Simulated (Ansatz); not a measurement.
SiAu3 under changes of volume

One of the cells (17.736 Å³/atom); the others are scaled copies at fixed shape and fractional positions:

```
Au Si
1.0
     0.00000    3.28573    3.28573
     3.28573    0.00000    3.28573
     3.28573    3.28573    0.00000
Au Si
3 1
Direct
  0.50000 0.50000 0.50000
  0.75000 0.75000 0.75000
  0.25000 0.25000 0.25000
  0.00000 0.00000 0.00000
```

The cell comes from a database or a generator and needn't be the stable form of this composition.

| Property | Result |
| --- | --- |
| Program | Ansatz 0.2.0 |
| Functional | PBE |
| Potentials or basis | Ansatz PAW |
| Cutoff | 420 eV (not typed: the program's choice for these potentials) |
| k mesh | 7 × 7 × 7 |
| Occupations | fermi-dirac, width 0.05 eV |
| Spin | no spin polarisation |

| volume (Å³/atom) | energy over the lowest point (meV/atom) | pressure (GPa) |
| --- | --- | --- |
| 16.672 | 20.11 | 7.7 |
| 17.027 | 6.79 | 4.4 |
| 17.382 | 0.38 | 1.5 |
| 17.736 | 0.00 | -1.1 |
| 18.091 | ? | ? |
| 18.446 | 14.49 | -5.2 |
| 18.801 | 28.09 | -6.9 |

Problem. What does the run at 18.091 Å³/atom give?

Solution. Energy over the lowest point 4.92 meV/atom; pressure -3.3 GPa.

Worked out: A Birch-Murnaghan fit of order 3 (a polynomial in V^(-2/3)) to the other rows has its minimum at 17.58 Å³/atom with B0 = V·E''(V) = 125 GPa and B' = 5.6. It gives 4.93 meV/atom at 18.091 Å³/atom, against the run's 4.92, and -dE/dV = -3.3 GPa, against -3.3.

Energies are extrapolated to zero smearing.
